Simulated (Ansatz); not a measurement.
# SnSe2: the cost of one run

Program: Ansatz 0.2.0. Level of theory: DFT PBE, scalar-relativistic, plane waves, PAW. These are calculated values, not measurements.

**1. Starting point**

The structure is trigonal, space group P-3m1 (No. 164). Conventional cell: a = 3.872 Å, b = 3.872 Å, c = 6.988 Å, α = 90.00°, β = 90.00°, γ = 120.00°. Around Sn (site symmetry -3m) lie 6 Se at 2.75 Å. Se (site symmetry 3m) is surrounded by 3 Sn at 2.75 Å.

As a file:

```
CELL_PARAMETERS angstrom
3.87175 0.00000 0.00000
-1.93587 3.35303 0.00000
0.00000 0.00000 6.98808
ATOMIC_POSITIONS crystal
Sn 0.00000 0.00000 0.00000
Se 0.33333 0.66667 0.22815
Se 0.66667 0.33333 0.77185
```

The cell was relaxed beforehand at this level, from a generated guess; it needn't be the stable form of this composition. At a tolerance of 0.02 Å it has space group P-3m1 (No. 164); it has 30.24 Å³/atom, an uncorrected energy of -0.34 eV/atom over the elements and, on its mesh, gap 0.70 eV.

**2. Volume × 0.97**

File input.yaml:

```yaml
crystal:
  lattice:
    - [3.8326362971, 0.0, 0.0]
    - [-1.9163181486, 3.3191603967, 0.0]
    - [0.0, 0.0, 6.9174841448]
  atoms:
    - { symbol: Sn, position: [0.0, 0.0, 0.0] }
    - { symbol: Se, position: [0.3333333333, 0.6666666667, 0.228147559] }
    - { symbol: Se, position: [0.6666666667, 0.3333333333, 0.771852441] }
basis:
  ecutwfc: 420
kpoints:
  mp_grid: { grid: [12, 12, 4] }
hamiltonian:
  xc: pbe
scf:
  occupations: { method: gaussian, width: 0.02 }
output:
  forces: true
  stress: true
  eigenvalues: true
  write_density: true
  write_potential: true
  elf: true
  volumetric_format: npy
relax:
  adjacent_minimum: "off"
  f_tol: 0.01
  max_steps: 30
  cell: { stress_tol: 0.1, fix: [volume] }
```

Command:

```bash
$ ansatz run input.yaml --threads 1 --pin off --max-ram 2560MiB --backend cpu --events-out ev --progress --plain --runs-dir out
```

Q: Estimate wall time and peak memory on 1 thread of AMD EPYC 9R45 (Zen 5), shared host.

About 20 s, with a peak of 0.5 GiB.
